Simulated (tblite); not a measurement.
# C5H13BrSi2: the cost of one run

Computed with tblite 0.8.0 and PySCF 2.14.0, with density-fitted response routines of our own, on a single molecule in the gas phase. Atoms count from 0, in the outputs and in this text.

## 1. The starting structure

21 atoms, charge 0, multiplicity 1; geometry from: force field or distance geometry start.

Bonds of the start (Å): C0–C1 1.48, C1–C2 1.49, C1–C3 1.32, C3–Si4 1.85, Si4–C5 1.87, C5–Si6 1.89, Si6–Br7 2.23, C0–H8 1.09, C0–H9 1.14, C0–H10 1.13, C2–H11 1.11, C2–H12 1.12, C2–H13 1.13, C3–H14 1.09, Si4–H15 1.46, Si4–H16 1.49, C5–H17 1.10, C5–H18 1.10, Si6–H19 1.47, Si6–H20 1.49.

## 2. Geometry optimisation with GFN2-xTB

What the job is given:

```
{"job": {"kind": "relax", "xc": "GFN2-xTB", "basis": "xTB"}, "charge": 0, "multiplicity": 1}
C     -2.358800    -1.101700     0.617500
C     -1.836600     0.200500     0.162000
C     -2.815200     1.197000    -0.345900
C     -0.568200     0.564000     0.177300
Si     0.807100    -0.519700     0.789700
C      2.043300    -0.613100    -0.614900
Si     3.676500     0.155000    -0.041600
Br     4.125100     2.049000    -1.135000
H     -1.713800    -1.703400     1.257500
H     -3.328800    -0.934300     1.196100
H     -2.713800    -1.645700    -0.303900
H     -3.080100     1.035500    -1.414000
H     -3.725700     1.246000     0.307700
H     -2.298500     2.194900    -0.285000
H     -0.283600     1.556000    -0.169200
H      0.355000    -1.834500     1.251200
H      1.510500     0.224600     1.872400
H      1.717900    -0.064700    -1.514200
H      2.223400    -1.652900    -0.936400
H      4.773900    -0.820300    -0.113400
H      3.481400     0.484500     1.396300
```

Run with:

```bash
> OMP_NUM_THREADS=1 python probes_run.py task.json out
```

The driver reads the jobs from task.json and runs them one after another.

Q: Estimate the wall time and peak memory of this first job on 1 thread of Arm Neoverse N1, shared host.

About 5.4 s, with a peak of 0.18 GiB.
